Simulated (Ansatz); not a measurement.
**TiH (quartet): wave-function methods side by side at distance Ti1–H2 = 5.850 Å, def2-TZVP**

The task here is to estimate one member of a computed series from the others.

Method: def2-TZVP, core rule «outside noble gas», up to 9 orbitals frozen; program: Ansatz 0.2.0, Gaussian basis.

Plan: UHF; CCSD(T) on ROHF; CCSD(T) on UHF; CISD as a restricted active space (open shells left free, so some higher excitations enter); CCSDT(Q) on ROHF; CCSDT(Q) on UHF; CASSCF and MRCISD+Q, 5 electrons in 5 orbitals; CASSCF and NEVPT2, 5 electrons in 5 orbitals; Full CI.

47 further runs of the same task are left out: 33 for a known fault of the program, 12 that didn't finish, 2 set aside as unsound or not needed. Runs told in other sessions of the task aren't counted.

## The geometry

The geometry derives from a PBE0/def2-TZVP stationary point (not a proven minimum). One bond is set to the value named and the two fragments are kept rigid.

2 atoms, charge 0, spin multiplicity 4.

Atoms are counted from 1 here; the program's logs count them from 0.

No contacts short enough for the rule that draws bonds.

The first run:

Input file in.yaml:

```yaml
crystal:
  periodic: [false, false, false]
  atoms:
    - {symbol: Ti, position_ang: [0.000000, 0.000000, 0.000000]}
    - {symbol: H, position_ang: [0.000000, 0.000000, 5.850000]}
basis:
  gaussian: {orbitals: def2-TZVP}
magnetization: {spin_polarized: true, initial_magnetization: 3}
hamiltonian: {xc: hf}
output: {orbitals: {seedname: orbitals}}
```

On the command line:

```bash
ansatz run in.yaml --threads 1 --pin off --events-out ev --progress --plain --max-ram 2393MiB
```

Steps of the session up to this table: UHF; CCSD(T) on ROHF; CCSD(T) on UHF; CISD as a restricted active space (open shells left free, so some higher excitations enter); CCSDT(Q) on ROHF; CCSDT(Q) on UHF; CASSCF and MRCISD+Q, 5 electrons in 5 orbitals; CASSCF and NEVPT2, 5 electrons in 5 orbitals; Full CI.

One table of the session follows, with a row left open; its other results are not shown here.

It belongs to the step «Misses and costs». 

| method | from FCI (kcal/mol) |
| --- | --- |
| ROHF | +31.29 |
| UHF | +29.29 |
| RMP2 | +9.32 |
| UMP2 | +7.73 |
| CISD | +1.53 |
| RCCSD | ? |
| UCCSD | -0.34 |
| RCCSD(T) | +0.42 |
| UCCSD(T) | -1.14 |
| RCCSDT | +0.03 |
| UCCSDT | -1.52 |
| RCCSDT(Q) | +0.01 |
| UCCSDT(Q) | -1.54 |
| CASSCF pair | +23.85 |
| NEVPT2 pair | +10.73 |
| MRCISD pair | +1.46 |
| MRCISD+Q pair | +0.18 |
| FCI | 0 |

Estimate the missing values for RCCSD.

The run gave: from FCI (kcal/mol): +1.25. In the column «from FCI (kcal/mol)» it lies between RCCSD(T) (+0.42) and MRCISD pair (+1.46).

Caveats from the session: UCCSD, UCCSD(T), UCCSDT, UCCSDT(Q) fall below full CI: unrestricted runs freeze a spin-polarised core, another one than full CI's, and coupled cluster isn't variational. Levels on UHF freeze UHF's core orbitals, full CI those of ROHF, so the U rows can settle a little off it for that reason alone. Restricted and unrestricted rows rest on different reference determinants; a gap between their highest levels can come from leftover correlation error, from unlike frozen cores or from another state.
